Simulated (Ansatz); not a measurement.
**BaH2: further runs on the relaxed cell**

The task here is to estimate one member of a computed series from the others.

Computed with Ansatz 0.2.0 (DFT PBEsol, scalar-relativistic, plane waves, PAW, unless a step's input says otherwise).

1 further run of the same task is left out (set aside as unsound or not needed).

## The structure to begin with

It takes space group P6_3/mmc (No. 194, hexagonal). Conventional cell: a = 4.385 Å, b = 4.385 Å, c = 5.796 Å, α = 90.00°, β = 90.00°, γ = 120.00°. Around Ba (site symmetry -6m2) lie 11 H at 2.53 to 2.92 Å. Around H (site symmetry -6m2) lie 5 Ba at 2.53 to 2.90 Å. Around H (site symmetry -3m) lie 8 H at 2.90 to 2.92 Å and 6 Ba at 2.92 Å.

Coordinates:

```cif
data_structure
_symmetry_space_group_name_H-M 'P 1'
_symmetry_Int_Tables_number 1
_cell_length_a 4.3846
_cell_length_b 4.3846
_cell_length_c 5.7962
_cell_angle_alpha 90.000
_cell_angle_beta 90.000
_cell_angle_gamma 120.000
_cell_volume 96.50
loop_
_atom_site_label
_atom_site_type_symbol
_atom_site_fract_x
_atom_site_fract_y
_atom_site_fract_z
_atom_site_occupancy
Ba1 Ba 0.66667 0.33333 0.75000 1
Ba2 Ba 0.33333 0.66667 0.25000 1
H1 H 0.33333 0.66667 0.75000 1
H2 H 0.66667 0.33333 0.25000 1
H3 H 0.00000 0.00000 0.50000 1
H4 H 0.00000 0.00000 0.00000 1
```

It goes back to an entry of the Materials Project, which need not be the stable form.

This cell was relaxed beforehand with the same method: volume 16.08 Å³/atom, gap on the mesh 1.69 eV.

Set-up of the first run:

File input.yaml:

```yaml
crystal:
  lattice:
    - [4.3846172011, 0.0, 0.0]
    - [-2.1923086006, 3.797189882, 0.0]
    - [0.0, 0.0, 5.7961609267]
  atoms:
    - { symbol: Ba, position: [0.6666666667, 0.3333333333, 0.75] }
    - { symbol: Ba, position: [0.3333333333, 0.6666666667, 0.25] }
    - { symbol: H, position: [0.3333333333, 0.6666666667, 0.75] }
    - { symbol: H, position: [0.6666666667, 0.3333333333, 0.25] }
    - { symbol: H, position: [0.0, 0.0, 0.5] }
    - { symbol: H, position: [0.0, 0.0, 0.0] }
basis:
  ecutwfc: 420
kpoints:
  mp_grid: { grid: [6, 6, 6] }
  band_path:
    path:
      - [[0.0, 0.0, 0.0], [0.5, 0.0, 0.0], [0.33333333, 0.33333333, 0.0], [0.0, 0.0, 0.0], [0.0, 0.0, 0.5], [0.5, 0.0, 0.5], [0.33333333, 0.33333333, 0.5], [0.0, 0.0, 0.5]]
      - [[0.5, 0.0, 0.5], [0.5, 0.0, 0.0]]
      - [[0.33333333, 0.33333333, 0.5], [0.33333333, 0.33333333, 0.0]]
    npoints: 14
hamiltonian:
  xc: pbesol
scf:
  occupations: { method: gaussian, width: 0.02 }
  n_extra_bands: 15
output:
  forces: true
  stress: true
  eigenvalues: true
  populations: true
  dos: { projected: true, de: 0.02, nscf_kmesh: { grid: [9, 9, 9] } }
  bader: true
  write_density: true
  write_potential: true
  elf: true
  volumetric_format: npy
```

Launch:

```bash
> ansatz run input.yaml --threads 2 --pin off --max-ram 5120MiB --backend cpu --events-out ev --progress --plain --runs-dir out
```

Among the steps run: Electronic structure at the relaxed geometry; Seeking the band edges over the whole zone; Eigenvalues a small step from each edge; Volume × 0.97; Point at V/V0 = 1.03; Point at V/V0 = 0.94; Volume × 1.06.

One of the session's tables, all rows but one given; the rest of the session is left out.

It belongs to the step «Energy against volume». 

```
volume (Å³/atom)  energy above the lowest point (meV/atom)  pressure (GPa)  gap on the mesh (eV)
          15.119                                       6.7            2.38                  1.79
          15.601                                         ?               ?                     ?
          16.084                                       0.0           -0.02                  1.69
          16.566                                       1.5           -0.97                  1.64
          17.049                                       5.7           -1.80                  1.59
```

Estimate the missing values for volume (Å³/atom) = 15.601.

Worked estimate for «energy above the lowest point (meV/atom)». A straight line through the neighbours (15.119, 6.7) and (16.084, 0.0) gives 6.7 + (0.0 − 6.7) × (15.601 − 15.119) / (16.084 − 15.119) = 3.4; a parabola fitted to 3 rows on both sides gives 1.7.

As computed: energy above the lowest point (meV/atom): 1.6; pressure (GPa): 1.09; gap on the mesh (eV): 1.74. In «energy above the lowest point (meV/atom)» the line misses by +1.8 and the parabola by +0.1.
